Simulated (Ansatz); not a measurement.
# Y2SiSe: the cost of one run

Method: DFT PBE, scalar-relativistic, plane waves, PAW, in Ansatz 0.2.0.

### Step 1. The starting structure

It takes space group P-6m2 (No. 187, hexagonal). Conventional cell: a = 3.858 Å, b = 3.858 Å, c = 7.080 Å, α = 90.00°, β = 90.00°, γ = 120.00°. Y (site symmetry 3m) is surrounded by 3 Si at 2.85 Å and 3 Se at 2.85 Å. Around Si (site symmetry -6m2) lie 3 Se at 2.23 Å and 6 Y at 2.85 Å. Around Se (site symmetry -6m2) lie 3 Si at 2.23 Å and 6 Y at 2.85 Å.

As a file:

```
CELL_PARAMETERS angstrom
3.85761 0.00000 0.00000
-1.92881 3.34079 0.00000
0.00000 0.00000 7.08020
ATOMIC_POSITIONS crystal
Y 0.33333 0.66667 0.24795
Y 0.33333 0.66667 0.75205
Si 0.66667 0.33333 0.50000
Se 0.00000 0.00000 0.50000
```

Recipe of the guess: random cell by space group and Wyckoff sites (P-6m2, No. 187). The dimensions are guesses.

### Step 2. A first look at the guess

Input file input.yaml:

```yaml
crystal:
  lattice:
    - [3.85761379, 0.0, 0.0]
    - [-1.9288069, 3.34079154, 0.0]
    - [0.0, 0.0, 7.08020035]
  atoms:
    - { symbol: "Y", position: [0.33333333, 0.66666667, 0.24795081] }
    - { symbol: "Y", position: [0.33333333, 0.66666667, 0.75204919] }
    - { symbol: Si, position: [0.66666667, 0.33333333, 0.5] }
    - { symbol: Se, position: [0.0, 0.0, 0.5] }
basis:
  ecutwfc: 420
kpoints:
  mp_grid: { grid: [6, 6, 4] }
hamiltonian:
  xc: pbe
scf:
  occupations: { method: gaussian, width: 0.1 }
  lower_state_search: "off"
output:
  forces: true
  stress: true
  eigenvalues: true
```

Launch:

```sh
ansatz run input.yaml --threads 1 --pin off --max-ram 2560MiB --backend cpu --events-out ev --progress --plain --runs-dir out
```

What time and memory should one allow on 1 thread of Intel Xeon Platinum 8375C at 2.90GHz (Ice Lake), shared host?

About 5.5 s, with a peak of 0.37 GiB.
